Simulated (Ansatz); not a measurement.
# C₂H₅Te+ (SMILES C[CH+][TeH]): a rigid scan of the angle C1–C2–H7

An exercise on one series of results from a longer session: the logs are not shown, and one member is left open.

The runs use Ansatz 0.2.0, Gaussian basis; single points in def2-TZVPP.

Levels: PBE-D4, r2SCAN-D4, PBE0-D4, B3LYP-D4, wB97M-V, Hartree-Fock, MP2, CCSD, CCSD(T). The scan takes 100.0, 104.5, 109.0, 113.5, 118.0, 122.5, 127.0, 131.5, 136.0°.

Correlated methods freeze the cores. Filled d shells of the heavier atoms are correlated. Core potentials replace the inner electrons past krypton, and spin-orbit coupling is left out. B3LYP uses VWN-RPA correlation.

78 further runs of the same task are left out: 1 that didn't finish, 77 set aside as unsound or not needed.

## The starting structure

SMILES `C[CH+][TeH]`, 8 atoms, charge 1, spin multiplicity 1.

Atoms are counted from 1 here; the program's logs count them from 0.

Bond lengths: C1–C2 1.444 Å, C1–H4 1.099 Å, C1–H5 1.099 Å, C1–H6 1.089 Å, C2–Te3 2.020 Å, C2–H7 1.089 Å, Te3–H8 1.627 Å. Angles: C2–C1–H4 109.4°, C2–C1–H5 109.6°, C2–C1–H6 114.6°, H4–C1–H5 102.5°, H4–C1–H6 110.0°, H5–C1–H6 110.1°, C1–C2–Te3 124.9°, C1–C2–H7 116.9°, Te3–C2–H7 118.2°, C2–Te3–H8 92.7°.

Coordinates:

```xyz
8
C2H5Te
C    -0.0911    1.0771   -0.2441
C    -0.1713   -0.3435    0.0024
Te    1.3169   -1.4684    0.7775
H    -0.9044    1.5876    0.2912
H    -0.3338    1.2827   -1.2961
H     0.8652    1.5293    0.0144
H    -1.1085   -0.8359   -0.2532
H     0.4270   -2.8289    0.7079
```

Set-up of the first run:

Input file relax/in.yaml:

```yaml
crystal:
  periodic: [false, false, false]
  atoms:
    - {symbol: C, position_ang: [-0.091050, 1.077070, -0.244140]}
    - {symbol: C, position_ang: [-0.171300, -0.343460, 0.002370]}
    - {symbol: Te, position_ang: [1.316890, -1.468400, 0.777530]}
    - {symbol: H, position_ang: [-0.904450, 1.587610, 0.291220]}
    - {symbol: H, position_ang: [-0.333850, 1.282660, -1.296110]}
    - {symbol: H, position_ang: [0.865220, 1.529300, 0.014370]}
    - {symbol: H, position_ang: [-1.108460, -0.835930, -0.253180]}
    - {symbol: H, position_ang: [0.427010, -2.828850, 0.707940]}
basis:
  gaussian: {orbitals: def2-TZVP}
total_charge: 1
hamiltonian: {xc: pbe0, dispersion: d4}
relax: {f_tol: 0.005, max_steps: 200}
```

The run is started by

```bash
$ ansatz run in.yaml --threads 2 --pin off --events-out ev --progress --plain --max-ram 4352MiB
```

Among the steps run: Finding the minimum; Reference energies at the minimum; C1–C2–H7 = 100.0°; C1–C2–H7 = 104.5°; C1–C2–H7 = 109.0°; C1–C2–H7 = 113.5°; C1–C2–H7 = 118.0°; C1–C2–H7 = 122.5°; C1–C2–H7 = 127.0°; C1–C2–H7 = 131.5°; C1–C2–H7 = 136.0°.

One of the session's tables, all rows but one given; the rest of the session is left out.

It belongs to the step «The curves». Energies less that of the minimum at the same level (kJ/mol):

```
      angle (°)  PBE-D4  PBE0-D4  B3LYP-D4  wB97M-V  Hartree-Fock
          100.0    31.0     31.8      31.5     31.5          32.2
          104.5    17.6     18.0      17.6     17.8          17.5
          109.0     7.9      8.1       7.7      8.0           7.2
          113.5     2.0      2.1       1.9      2.0           1.3
          118.0     0.0      0.0       0.0      0.0           0.0
118.0 (minimum)     0.0      0.0       0.0      0.0           0.0
          122.5       ?        ?         ?        ?             ?
          127.0     8.0      8.2       9.0      8.3          11.4
          131.5    18.5     18.9      20.4     19.1          24.9
          136.0    34.0     34.8      37.2     35.1          44.2
```

**Question.** Estimate the row for angle (°) = 122.5.

The run gave: PBE-D4: 1.9; PBE0-D4: 2.0; B3LYP-D4: 2.3; wB97M-V: 2.0; Hartree-Fock: 3.3.
